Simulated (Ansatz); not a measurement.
# TePd: the cost of one run

Computed with the Python package of Ansatz 0.2.0. Level of theory: DFT r2SCAN, plane waves, PAW.

### Step 1. The structure

It takes space group P6_3/mmc (No. 194, hexagonal). The conventional cell has a = 4.152 Å, b = 4.152 Å, c = 5.672 Å, α = 90.00°, β = 90.00°, γ = 120.00°. Around Te (site symmetry -6m2) lie 6 Pd at 2.79 Å. Pd (site symmetry -3m) is surrounded by 6 Te at 2.79 Å and 2 Pd at 2.84 Å.

No structure file is read: the coordinates are typed or built in the script.

### Step 2. The script

eos_tepd.py reads:

```python
import ansatz as az
import numpy as np
from pymatgen.analysis.eos import EOS

FUNCTIONAL = "r2scan"
SMEARING_WIDTH = 0.05
CUTOFF = 600
KGRID = (8, 8, 5)

vectors0 = np.array([
    [4.1521, 0.0, 0.0],
    [-2.07605, 3.595824, 0.0],
    [0.0, 0.0, 5.6719],
])
sites = [
    ("Te", (1 / 3, 2 / 3, 0.25)),
    ("Te", (2 / 3, 1 / 3, 0.75)),
    ("Pd", (0.0, 0.0, 0.0)),
    ("Pd", (0.0, 0.0, 0.5)),
]


def build(cell):
    crystal = az.Crystal(lattice=az.Lattice.of(cell))
    for symbol, position in sites:
        crystal = crystal.atom(symbol, position)
    return crystal


def main() -> None:
    volumes, energies, pressures = [], [], []
    for scale in np.linspace(0.94, 1.06, 7):
        cell = vectors0 * scale ** (1 / 3)
        base = (
            build(cell).calculation()
            .functional(FUNCTIONAL)
            .pseudopotentials("paw")
            .occupations(az.OccupationsMethod.COLD, width=SMEARING_WIDTH)
            .basis(CUTOFF)
            .kpoints(*KGRID)
            .stress()
        )
        summary = base.run().report
        volumes.append(abs(np.linalg.det(cell)) / len(sites))
        energies.append(summary["free_energy_ev"] / len(sites))
        pressures.append(np.trace(summary["stress_gpa"]) / 3)
        print(f"V = {volumes[-1]:8.4f} A^3/atom  F = {energies[-1]:.5f} eV/atom  P = {pressures[-1]:8.3f} GPa")

    for form in ["murnaghan", "pourier_tarantola"]:
        fit = EOS(eos_name=form).fit(volumes, energies)
        print(f"{form:18s} V0 {fit.v0:8.4f} A^3/atom  B0 {fit.b0_GPa:7.1f} GPa  B1 {fit.b1:5.2f}")


if __name__ == "__main__":
    main()
```

### Step 3. The run

Started as:

```console
$ python eos_tepd.py
```

**Question.** How long does this script take on 1 thread of Intel Xeon Platinum 8259CL at 2.50GHz (Skylake/Cascade Lake), shared host, and how much memory does it need?

About 96 s, with a peak of 0.89 GiB.
